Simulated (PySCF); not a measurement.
# FLuS (Lu(S)(F)): the cost of one run

The runs use PySCF 2.14.0; several levels, as the steps say, no spin–orbit coupling.

1 further run of the same task is left out (for a known fault of the program).

### Step 1. Starting geometry

3 atoms, charge 0, spin multiplicity 1.

Bond lengths: Lu1–S2 2.293 Å, Lu1–F3 1.955 Å. Angles: S2–Lu1–F3 116.8°.

Coordinates:

```csv
atom,x (Å),y (Å),z (Å)
Lu1,-0.1694,0.0000,-0.3515
S2,1.8083,0.0000,0.8097
F3,-1.8130,0.0000,0.7063
```

Formal oxidation states: Lu +3. Each metal's 14 4f electrons lie in its core potential, so multiplicities, spins and levels count the valence alone. An earlier session relaxed this geometry at PBE0, Lu lcecp-1-SVP with ECP60, S def2-SVP, F def2-SVP (singlet, point group Cs).

At PBE0 on the finer grid: E = -537.683921 Eh, HOMO -6.06 eV, LUMO -3.06 eV, Mulliken charge on Lu1 +0.76 e, largest force component 0.016 eV/Å. 

Levels to run: M06-L; HF; PBE0, TZVP. Hardware: 2 threads of Intel Xeon Platinum 8488C (Sapphire Rapids), shared host.

### Step 2. M06-L

The input, run.py (the lines that set the calculation):

```python
mol = gto.M(atom='''
Lu    -0.16939     0.00000    -0.35149
S      1.80835     0.00000     0.80971
F     -1.81300     0.00000     0.70629''',
    basis={'Lu': 'lcecp-1-SVP', 'S': 'def2-SVP', 'F': 'def2-SVP'},
    ecp={'Lu': 'lcecp-1-SVP'},
    charge=0, spin=0)
mf = dft.RKS(mol, xc='M06L')
mf.grids.atom_grid = (75, 302)  # f atoms: unpruned, at least (60, 302)
mf = mf.density_fit()  # fitting sets: Lu AutoAux, S def2-universal-JKFIT, F def2-universal-JKFIT
mf.conv_tol = 1e-08; mf.max_cycle = 55
mf.kernel(dm0)  # dm0: the density of the relaxed state
```

Command:

```sh
OMP_NUM_THREADS=2 python run.py
```

**Question.** How long does this run take on 2 threads of Intel Xeon Platinum 8488C (Sapphire Rapids), shared host?

About 2.9 s.
